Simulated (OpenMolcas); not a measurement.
# Rh²⁺ among point charges: CASSCF and CASPT2 levels and susceptibility

Aim: the splitting of the states of Rh²⁺ in the field of 4 point charges, its lowest levels with spin-orbit coupling and its magnetic susceptibility.

Program: OpenMolcas 26.06. Level of theory: state-averaged CASSCF and CASPT2, spin-orbit coupling by RASSI with atomic mean-field integrals. These are calculated values, not measurements, unless marked.

## 1. What is computed

```
Species                           : Rh²⁺ (rhodium, Z = 45, 43 electrons)
Basis                             : ANO-RCC-VDZP [6s5p3d1f], 43 functions
Scalar Hamiltonian                : DKH2, point nucleus
Inactive shells                   : 1s 2s 2p 3s 3p 3d 4s 4p
Active space                      : 7 electrons in 5 orbitals (4d)
Some configurations of this space : 4d7
Orbitals                          : optimised for each spin and parity, averaged over all roots
```

The outer shells:

4d7
```
4d [↑↓][↑↓][↑ ][↑ ][↑ ]
```

The ion sits among 4 point charges of -1.5 e arranged as a square (D4h), 1.98 Å from the ion.

Each step is its own input file, run in one work folder so that later steps find the files of earlier ones. Labels, J, g values, rates, χT and fits are worked out afterwards by a script from the matrices that RASSI stores. The input lists half of the charges; inversion (Group=XYZ) makes the rest.

## 2. GATEWAY and SEWARD: basis and integrals

The input, a.inp:

```
&GATEWAY
Coord
1

Rh 0.0 0.0 0.0
Basis=ANO-RCC-VDZP
Group=XYZ
NoMove
AngMom=0.0 0.0 0.0
AMFI
XField
2 Angstrom 0
1.980000 0.000000 0.000000 -1.500000
0.000000 1.980000 0.000000 -1.500000
&SEWARD
```

## 3. Reference wave functions, quartets of even parity, 10 roots

The input, a.inp:

```
&RASSCF
FileOrb=start.orb
Symmetry=1
Spin=4
nActEl=7 0 0
Inactive=9 9
Ras2=5 0
CIRoot=10 10 1
SDav=10
CIMx=300
Iter=120 100
PrWF=0.3
OrbListing=Nothing
MaxOrb=0
>>> COPY $Project.JobIph JOB001
```

start.orb holds the contracted functions of the basis, ordered by shell, or the orbitals of the step before.

## 4. Reference wave functions, doublets of even parity, 40 roots

The input, a.inp:

```
&RASSCF
FileOrb=start.orb
Symmetry=1
Spin=2
nActEl=7 0 0
Inactive=9 9
Ras2=5 0
CIRoot=40 40 1
SDav=40
CIMx=300
Iter=120 100
PrWF=0.3
OrbListing=Nothing
MaxOrb=0
>>> COPY $Project.JobIph JOB002
```

## 5. State interaction with spin-orbit coupling

The input, a.inp:

```
&RASSI
NrOfJobIphs=2 10 40
1 2 3 4 5 6 7 8 9 10
1 2 3 4 5 6 7 8 9 10 11 12 13 14 15 16 17 18 19 20 21 22 23 24 25 26 27
28 29 30 31 32 33 34 35 36 37 38 39 40
IphNames
JOB001
JOB002
EJob
SpinOrbit
DIPRint=1.0
SOCoupling=1000.0
Subsets=2
Property=9
'ANGMOM' 1 'ANGMOM' 2 'ANGMOM' 3 'MLTPL  1' 1 'MLTPL  1' 2 'MLTPL  1' 3
'AMFI' 1 'AMFI' 2 'AMFI' 3
SOProperty=3
'ANGMOM' 1 'ANGMOM' 2 'ANGMOM' 3
```

## 6. CASPT2: IPEA 0.25, imaginary shift 0.1 (closed shells correlated: 4s 4p)

The input, a.inp:

```
>>> COPY JOB001 $Project.JobIph
&CASPT2
Multistate=10 1 2 3 4 5 6 7 8 9 10
NoMult
Frozen=8 6
IPEA=0.25
Imaginary=0.1
MaxIter=60
WThr=0.0 0.3 0.05
PrWF=0.5
NoMix
>>> COPY JOB002 $Project.JobIph
&CASPT2
Multistate=40 1 2 3 4 5 6 7 8 9 10 11 12 13 14 15 16 17 18 19 20 21 22
23 24 25 26 27 28 29 30 31 32 33 34 35 36 37 38 39 40
NoMult
Frozen=8 6
IPEA=0.25
Imaginary=0.1
MaxIter=60
WThr=0.0 0.3 0.05
PrWF=0.5
NoMix
```

(Steps that only read results are left out.)

What does the calculation give? Wanted: spin-free ground state; first state of the same spin within the active space; lowest level; next level.

**Answer**, as computed:

```
                                            quantity                                                                        value
                                              method  SS-CASPT2, IPEA 0.25, imaginary shift 0.1 (closed shells correlated: 4s 4p)
                              spin-free ground state                                               4E, 2-fold in its orbital part
first state of the same spin within the active space                                                             4A2 at 3560 cm⁻¹
                                        lowest level                                            2-fold E3/2, g = 0.60, 0.60, 3.96
                                          next level                                                                   105.5 cm⁻¹
                                         χT at 300 K                                                               3.02 cm³ K/mol
                           effective moment at 300 K                                                                      4.91 μB
```

Cost by method:

| method | time of its own steps | time with the reference |
| --- | --- | --- |
| A. CASSCF | 8.5 s | 8.5 s |
| B. SS-CASPT2, IPEA 0.25, imaginary shift 0.1, +4s 4p | 3.3 s | 12 s |

Times are of one thread on a shared host.

In words: The spin-free ground state (4E) comes to 71 % from free-ion F terms and keeps the highest spin of the shell. χT at 300 K is 3.02, against 1.88 cm³ K/mol for the spin alone, so orbital moment adds to it. An active space of the d shell alone favours high spin; real ions in strong fields can be low spin. The field of point charges can differ much from that of real complexes. With metal d orbitals alone active, the gaps between spin states are rough; where two lie within a few thousand cm-1, their order is open. This is an electrostatic model: the charges have no orbitals.
